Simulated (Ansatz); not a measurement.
This script drives Ansatz 0.2.0 through its Python package.

The script reads `clfgeh5nsi.xyz`:
```text
10

F    -2.22280    0.33440    2.00910
Si   -0.67940    0.30150    1.26400
Cl    0.49290   -1.00370    2.28160
N    -0.91270   -0.24090   -0.43140
Ge    0.74730   -0.00990   -1.30590
H    -0.11030    1.67870    1.29500
H    -1.04640   -1.25420   -0.42190
H     1.11440    1.52670   -1.25940
H     0.63290   -0.46670   -2.77620
H     1.80920   -0.80520   -0.59150
```

`clfgeh5nsi.py`
```python
# -*- coding: utf-8 -*-
'''ClFGeH5NSi at several levels of theory.'''

from pathlib import Path

import ansatz as az
import numpy as np

BASIS = 'def2-SVP'


def main():
    system = az.Crystal.molecule_from_extxyz('clfgeh5nsi.xyz')

    calculation = system.calculation().basis(gaussian=BASIS)

    print('functional    E (Ha)        dipole (D)   HOMO (eV)  LUMO (eV)')
    for name in ['pbe0', 'b3lyp', 'r2scan0', 'blyp']:
        data = calculation.functional(name).forces().orbitals().run(threads=1, runs_dir='runs').report
        lines = Path(data['orbitals_path']).read_text().splitlines()
        field_of = lambda key: [line.split('=')[1].strip() for line in lines if line.startswith(key)]
        orbitals = [(27.211386 * float(e), s, float(n)) for e, s, n in zip(field_of('Ene='), field_of('Spin='), field_of('Occup='))]
        homo = max(e for e, _, n in orbitals if n > 0.5)
        lumo = min(e for e, _, n in orbitals if n < 0.5)
        dipole = 4.803205 * np.linalg.norm(data['charge_distribution']['dipole_moment_e_ang'])
        print(f'{name:10s} {data["free_energy_ev"] / 27.211386246:14.6f} {dipole:9.3f} {homo:11.3f} {lumo:10.3f}')


if __name__ == '__main__':
    main()
```

It is started by `python clfgeh5nsi.py`. How long does it take on 1 thread of Arm Neoverse V1, on a shared host, and how much memory does it need?

It took about 34 s, with a peak of 0.39 GiB, for 4 runs of the engine.

```console
$ python clfgeh5nsi.py
functional    E (Ha)        dipole (D)   HOMO (eV)  LUMO (eV)
pbe0         -2983.107711     2.412      -8.149      0.242
b3lyp        -2983.879679     2.342      -7.823      0.035
r2scan0      -2983.626145     2.483      -8.404      0.436
blyp         -2983.804926     2.138      -6.470     -0.489
```

Notes:
- The settings weren't tested for convergence.
- The geometry is a force-field or estimated start, not a minimum of this method, and the basis set is short of its limit. A lower total doesn't mark the better method: functionals have no common bound, and MP2 and coupled cluster aren't variational.
- b3lyp holds the VWN-RPA fit, as in Gaussian; the form of ORCA and Turbomole is b3lyp5.
- Levels such as HOMO and LUMO are orbital energies: with these approximate functionals they aren't the ionisation energy and electron affinity, and their gap isn't the fundamental gap.
